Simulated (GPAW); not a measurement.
V3Ge in GPAW: the effect of strain biaxial xy

V3Ge:

```
Ge V
1.0
     4.58880    0.00000    0.00000
     0.00000    4.58880    0.00000
     0.00000    0.00000    4.78000
Ge V
2 6
Direct
  0.50000 0.50000 0.50000
  0.00000 0.00000 0.00000
  0.00000 0.50000 0.25000
  0.00000 0.50000 0.75000
  0.50000 0.25000 0.00000
  0.75000 0.00000 0.50000
  0.50000 0.75000 0.00000
  0.25000 0.00000 0.50000
```

Alike in all runs:

| Quantity | Value |
| --- | --- |
| Program | GPAW 26.7.0 |
| Task | single point |
| Functional | PBEsol |
| Potentials or basis | PAW data sets generated in the run's folder for this functional |
| Cutoff | 600 eV |
| Basis | pw |
| k mesh | 4 × 4 × 4 |
| Occupations | fermi-dirac, width 0.05 eV |
| Spin | collinear spin, ferromagnetic start |
| Starting moments | [0.0, 0.0, 2.0, 2.0, 2.0, 2.0, 2.0, 2.0] μB |
| Maxiter | 150 |

Task: One run gave: pressure -7.4 GPa. Which strain biaxial xy did it use?
A. 0.01
B. 0.02
C. -0.02
D. 0
E. -0.01

Result: D.

| strain biaxial xy | pressure (GPa) |
| --- | --- |
| -0.04 | 9.1 |
| -0.02 | 0.0 |
| -0.01 | -3.9 |
| 0 | -7.4 |
| 0.01 | -10.6 |
| 0.02 | -13.4 |

Caveats: the density grid can change from cell to cell, which puts small steps into energies and stress.
